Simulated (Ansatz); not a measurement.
# C3H9GaS2: vertical ionisation energy

The task here is to estimate one member of a computed series from the others.

The runs use Ansatz 0.2.0, Gaussian basis; unrestricted cation, the program's frozen cores in correlated methods.

Levels to be run: UKS PBE-D4/def2-TZVPP; UKS r2SCAN-D4/def2-TZVPP; UKS PBE0-D4/def2-TZVPP; UKS B3LYP-D4/def2-TZVPP; UKS wB97X-V/def2-TZVPP; UKS wB97M-V/def2-TZVPP; UKS B2PLYP/def2-TZVPP; UHF-CCSD(T)/def2-TZVPP; UHF-MP2/def2-QZVPP; extrapolation to the limit; then −ε(HOMO) from the neutral's earlier runs with LDA (SPW92), PBE-D4, revPBE-D4, BLYP-D4, r2SCAN-D4, B97M-V, PBE0-D4, B3LYP-D4, r2SCANh-D4, r2SCAN0-D4, HSE06-D4, BHLYP-D4, CAM-B3LYP-D4, LC-ωPBE, ωB97X-V, ωB97M-V.

**The relaxed structure**

All runs share one geometry, relaxed beforehand with PBE0-D4 in a triple-zeta def2 set.

15 atoms, charge 0, spin multiplicity 1.

Atoms are counted from 1 here; the program's logs count them from 0.

Bond lengths: C1–C2 1.526 Å, C1–H7 1.096 Å, C1–H8 1.094 Å, C1–H9 1.093 Å, C2–C3 1.522 Å, C2–Ga4 1.980 Å, C2–H10 1.097 Å, C3–H11 1.094 Å, C3–H12 1.096 Å, C3–H13 1.093 Å, Ga4–S5 2.209 Å, Ga4–S6 2.208 Å, S5–H14 1.344 Å, S6–H15 1.343 Å. Angles: C2–C1–H7 110.6°, C2–C1–H8 111.6°, C2–C1–H9 112.4°, H7–C1–H8 107.0°, H7–C1–H9 107.5°, H8–C1–H9 107.5°, C1–C2–C3 112.0°, C1–C2–Ga4 110.5°, C1–C2–H10 108.3°, C3–C2–Ga4 112.4°, C3–C2–H10 108.7°, Ga4–C2–H10 104.4°, C2–C3–H11 111.6°, C2–C3–H12 110.7°, C2–C3–H13 112.3°, H11–C3–H12 107.0°, H11–C3–H13 107.7°, H12–C3–H13 107.3° and more.

Set-up of the first run:

File in.yaml:

```yaml
crystal:
  periodic: [false, false, false]
  atoms:
    - {symbol: C, position_ang: [-1.488035, -0.229823, 0.955319]}
    - {symbol: C, position_ang: [0.005107, -0.021588, 0.719079]}
    - {symbol: C, position_ang: [0.770319, -1.337072, 0.710320]}
    - {symbol: Ga, position_ang: [0.306799, 1.038957, -0.925355]}
    - {symbol: S, position_ang: [1.674677, 0.451585, -2.556941]}
    - {symbol: S, position_ang: [-0.771170, 2.939251, -1.245353]}
    - {symbol: H, position_ang: [-1.658705, -0.748063, 1.905818]}
    - {symbol: H, position_ang: [-1.938384, -0.844138, 0.169944]}
    - {symbol: H, position_ang: [-2.039004, 0.713145, 0.990787]}
    - {symbol: H, position_ang: [0.397153, 0.608866, 1.526767]}
    - {symbol: H, position_ang: [0.438610, -1.990653, -0.102416]}
    - {symbol: H, position_ang: [0.611810, -1.884591, 1.646360]}
    - {symbol: H, position_ang: [1.847651, -1.189366, 0.598269]}
    - {symbol: H, position_ang: [2.047841, -0.690139, -1.954400]}
    - {symbol: H, position_ang: [-0.204658, 3.183609, -2.438198]}
basis:
  gaussian: {orbitals: def2-TZVPP}
total_charge: 1
magnetization: {spin_polarized: true, initial_magnetization: 1}
hamiltonian: {xc: pbe, dispersion: d4}
```

Launch:

```sh
> ansatz run in.yaml --threads 2 --pin off --events-out ev --progress --plain --max-ram 22528MiB --backend cuda --devices 0, --max-vram 18GiB
```

Among the steps run: Cation, UKS PBE-D4/def2-TZVPP; Cation, UKS r2SCAN-D4/def2-TZVPP; Cation, UKS PBE0-D4/def2-TZVPP; Cation, UKS B3LYP-D4/def2-TZVPP; Cation, UKS wB97X-V/def2-TZVPP; Cation, UKS wB97M-V/def2-TZVPP; Cation, UKS B2PLYP (frozen core)/def2-TZVPP; Cation, UHF-CCSD(T)/def2-TZVPP; Cation, UHF-MP2/def2-QZVPP.

One of the session's tables, all rows but one given; the rest of the session is left out.

For comparison, −ε(HOMO) of the neutral from earlier runs:

| functional | −ε(HOMO) (eV) |
| --- | --- |
| LDA (SPW92) | 6.25 |
| PBE-D4 | ? |
| revPBE-D4 | 6.06 |
| BLYP-D4 | 5.93 |
| r2SCAN-D4 | 6.41 |
| B97M-V | 6.47 |
| PBE0-D4 | 7.32 |
| B3LYP-D4 | 7.05 |
| r2SCANh-D4 | 6.85 |
| r2SCAN0-D4 | 7.51 |
| HSE06-D4 | 6.92 |
| BHLYP-D4 | 8.35 |
| CAM-B3LYP-D4 | 8.61 |
| LC-ωPBE | 10.04 |
| ωB97X-V | 9.66 |
| ωB97M-V | 9.49 |

Q: Estimate the row for PBE-D4 from the others.

**Answer.** −ε(HOMO) (eV): 6.12. In the column «−ε(HOMO) (eV)» it lies between revPBE-D4 (6.06) and LDA (SPW92) (6.25).
